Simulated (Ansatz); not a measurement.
Consider vertical energies of changing the electron count of AlH₅N₂Si, SMILES [NH2][Al]1[NH][SiH2]1 (Ansatz 0.2.0, Python API).

`ip_alh5n2si.py`
```python
'''Removing and adding an electron on AlH5N2Si at fixed geometry.'''

import ansatz as az
from ase import Atoms


def single_point(molecule, charge=0, unpaired=0):
    calc = molecule.calculation().basis(gaussian='def2-SVPD').functional('b3lyp', dispersion='d3bj')
    if charge:
        calc = calc.charge(charge)
    if unpaired:
        calc = calc.spin('collinear', total=unpaired)
    return calc.run(threads=1, pin='off').report['free_energy_ev']

atoms = Atoms(['N', 'Al', 'N', 'Si', 'H', 'H', 'H', 'H', 'H'], positions=[
    (-0.3551, 2.0159, -1.2623),
    (0.2254, 0.6057, -0.2072),
    (1.2366, -0.9855, -0.0223),
    (-0.1486, -1.3472, 0.9299),
    (-0.9044, 1.6328, -2.1047),
    (-1.1171, 2.5822, -0.7043),
    (2.0472, -0.7596, 0.6855),
    (-0.9658, -2.3875, 0.2519),
    (0.0702, -1.403, 2.4164),
])
geometry = az.Crystal.molecule_from_ase(atoms)

# delta-SCF style differences, no relaxation
parent = single_point(geometry, 0, 0)
cation = single_point(geometry, 1, 1)
print(f'E(N)   = {parent:.5f} eV')
print(f'E(N-1) = {cation:.5f} eV  (1 unpaired)')
print(f'vertical ionisation energy {cation - parent:.3f} eV')
anion = single_point(geometry, -1, 1)
print(f'E(N+1) = {anion:.5f} eV  (1 unpaired)')
print(f'vertical electron affinity {parent - anion:.3f} eV' + ('' if anion < parent else ' (unbound in this basis)'))
print(f'fundamental gap IP - EA = {cation + anion - 2 * parent:.3f} eV')
```

What does it cost to change the electron count at this fixed geometry?

At this unrelaxed geometry removing an electron costs 7.20 eV and adding one releases 0.56 eV.

The run itself:

```console
$ python ip_alh5n2si.py
E(N)   = -17530.22489 eV
E(N-1) = -17523.02976 eV  (1 unpaired)
vertical ionisation energy 7.195 eV
E(N+1) = -17530.78859 eV  (1 unpaired)
vertical electron affinity 0.564 eV
fundamental gap IP - EA = 6.631 eV
```

Notes:
- Total energies depend on the basis set; only differences at equal settings carry meaning.
- The geometry is a force-field or estimated start, not a minimum of this method, and the basis set is short of its limit. All parts are taken at fixed geometry, without zero-point energy. At an unrelaxed start these energies can be a whole eV from those at the minimum, and a small affinity can change sign.
- b3lyp holds the VWN-RPA fit, as in Gaussian; the form of ORCA and Turbomole is b3lyp5.
- Wall time of the script: 21 s on 1 thread of Arm Neoverse V2, on a shared host, peak memory 0.42 GiB.
